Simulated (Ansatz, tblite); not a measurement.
# SnEtF3 (C2H5F3Sn): one state, many levels

The task here is to estimate one member of a computed series from the others.

Program: Ansatz 0.2.0, Gaussian basis. Level of theory: as each input shows. These are calculated values, not measurements.

Plan: GFN1-xTB, GFN2-xTB, PBE-D4/def2-TZVP, r2SCAN-D4/def2-TZVP, HSE06-D4/def2-TZVP, r2SCANh-D4/def2-TZVP, B3LYP-D4/def2-TZVP, PBE-D4/def2-SVP, PBE0-D4/def2-SVP, CCSD(T)/def2-SVP, MP2/def2-TZVP, RPA/def2-TZVP.

2 further runs of the same task are left out: 2 set aside as unsound or not needed.

## The geometry

The singlet was relaxed beforehand with r2SCAN-D4/def2-SVP.

11 atoms, charge 0, spin multiplicity 1.

Bond lengths: Sn1–C2 2.145 Å, Sn1–F9 1.929 Å, Sn1–F10 1.929 Å, Sn1–F11 1.927 Å, C2–C3 1.524 Å, C2–H4 1.101 Å, C2–H5 1.101 Å, C3–H6 1.102 Å, C3–H7 1.101 Å, C3–H8 1.101 Å. Angles: C2–Sn1–F9 112.2°, C2–Sn1–F10 113.3°, C2–Sn1–F11 117.6°, F9–Sn1–F10 103.8°, F9–Sn1–F11 104.4°, F10–Sn1–F11 104.2°, Sn1–C2–C3 110.8°, Sn1–C2–H4 105.5°, Sn1–C2–H5 105.7°, C3–C2–H4 113.0°, C3–C2–H5 113.1°, H4–C2–H5 108.1°, C2–C3–H6 110.0°, C2–C3–H7 111.9°, C2–C3–H8 111.9°, H6–C3–H7 107.6°, H6–C3–H8 107.4°, H7–C3–H8 107.9°.

Sn takes a core potential in the def2 sets. No spin-orbit coupling is included.

PBE0-D4/def2-TZVP was run before; its log isn't repeated, and its numbers join the tables.

The first run:

Tight binding, by tblite at 300 K electronic temperature and without a spin-polarisation term:

```python
tblite.interface.Calculator('GFN1-xTB', numbers, positions, charge=0, uhf=0).singlepoint()
```

Tight binding, by tblite at 300 K electronic temperature and without a spin-polarisation term:

```python
tblite.interface.Calculator('GFN2-xTB', numbers, positions, charge=0, uhf=0).singlepoint()
```

start.molden holds the orbitals of an earlier run on this state, given as this run's starting guess.

The input, in.yaml:

```yaml
crystal:
  periodic: [false, false, false]
  atoms:
    - {symbol: Sn, position_ang: [-0.329371, -0.447880, -1.429656]}
    - {symbol: C, position_ang: [-0.302013, -0.416154, 0.714560]}
    - {symbol: C, position_ang: [0.541891, 0.744842, 1.227787]}
    - {symbol: H, position_ang: [0.087643, -1.400110, 1.019340]}
    - {symbol: H, position_ang: [-1.356598, -0.354333, 1.025573]}
    - {symbol: H, position_ang: [0.557635, 0.740024, 2.330037]}
    - {symbol: H, position_ang: [1.584236, 0.679395, 0.880340]}
    - {symbol: H, position_ang: [0.139237, 1.718080, 0.907715]}
    - {symbol: F, position_ang: [1.447099, -0.423295, -2.181017]}
    - {symbol: F, position_ang: [-1.178001, 1.100822, -2.204764]}
    - {symbol: F, position_ang: [-1.191759, -1.941390, -2.289924]}
basis:
  gaussian: {orbitals: def2-TZVP, initial_orbitals: start.molden}
hamiltonian: {xc: pbe, dispersion: d4}
scf: {omitted_lower_state_checks: [starts]}
output: {orbitals: {seedname: orbitals}}
```

Launch:

```console
> ansatz run in.yaml --threads 2 --pin off --events-out ev --progress --plain --max-ram 31744MiB --backend cpu
```

Steps of the session up to this table: PBE-D4/def2-TZVP; r2SCAN-D4/def2-TZVP; HSE06-D4/def2-TZVP; r2SCANh-D4/def2-TZVP; B3LYP-D4/def2-TZVP; PBE-D4/def2-SVP; PBE0-D4/def2-SVP; CCSD(T)/def2-SVP; MP2/def2-TZVP; RPA/def2-TZVP.

One of the session's tables, all rows but one given; the rest of the session is left out.

| method | binding an atom (eV) |
| --- | --- |
| HF/def2-SVP | 2.751 |
| HF/def2-TZVP | 2.766 |
| PBE-D4/def2-SVP | 3.922 |
| PBE-D4/def2-TZVP | ? |
| r2SCAN-D4/def2-TZVP | 3.856 |
| r2SCANh-D4/def2-TZVP | 3.817 |
| B3LYP-D4/def2-TZVP | 3.827 |
| PBE0-D4/def2-SVP | 3.807 |
| PBE0-D4/def2-TZVP | 3.828 |
| HSE06-D4/def2-TZVP | 3.829 |
| MP2/def2-SVP | 3.716 |
| MP2/def2-TZVP | 3.810 |
| CCSD/def2-SVP | 3.585 |
| CCSD(T)/def2-SVP | 3.623 |

Estimate the missing values for PBE-D4/def2-TZVP.

**Answer.** binding an atom (eV): 3.936. In the column «binding an atom (eV)» it is the highest.

Some runs used a GPU and others CPU threads alone, so the times don't compare the methods' cost.

Limits of these values: Free atoms were run apart at each level; binding is atoms less cluster, divided by the number of atoms, without zero-point or spin-orbit terms. The yardstick is in a double-zeta basis, so levels in larger sets aren't compared like for like.
